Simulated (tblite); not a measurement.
# C5H7BClF2: the cost of one run

Programs: tblite 0.8.0 and PySCF 2.14.0, with density-fitted response routines of our own. Each step states its level of theory. These are calculated values for one molecule in the gas phase, unless marked as measured. Atoms are numbered from 0 throughout.

## Step 1: The molecule as given

16 atoms, charge 0, multiplicity 2; geometry from: force field or distance geometry start.

Bonds of the start (Å): B0–C1 1.55, C1–C2 1.52, C2–C3 1.48, C3–Cl4 1.76, C2–C5 1.51, C5–F6 1.38, C5–C7 1.53, C7–F8 1.37, C7–C1 1.50, B0–H9 1.21, B0–H10 1.19, C2–H11 1.11, C3–H12 1.13, C3–H13 1.11, C5–H14 1.11, C7–H15 1.11.

## Step 2: Relaxing the molecule with GFN2-xTB

What the job is given:

```
{"job": {"kind": "relax", "xc": "GFN2-xTB", "basis": "xTB"}, "charge": 0, "multiplicity": 2}
B     -0.723000     2.136900     0.131000
C     -0.290500     0.789800     0.766500
C      0.615600    -0.029200    -0.130000
C      1.613300    -0.758500     0.691200
Cl     2.663400    -1.720900    -0.348200
C     -0.597900    -0.803400    -0.577800
F     -0.395700    -2.169600    -0.572400
C     -1.267600    -0.346800     0.718600
F     -1.129000    -1.306200     1.691100
H     -1.688400     2.760800     0.521200
H      0.104100     2.759700    -0.452700
H      1.076300     0.547100    -0.960100
H      1.160600    -1.432000     1.472600
H      2.223400    -0.002600     1.229800
H     -1.048700    -0.375300    -1.497800
H     -2.323500    -0.040800     0.572900
```

Command:

```
$ OMP_NUM_THREADS=1 python probes_run.py task.json out
```

One launch serves the whole session: the jobs run in the order shown.

Q: Estimate the wall time and peak memory of this first job on 1 thread of Arm Neoverse V1, shared host.

About 1.1 s, with a peak of 0.18 GiB.
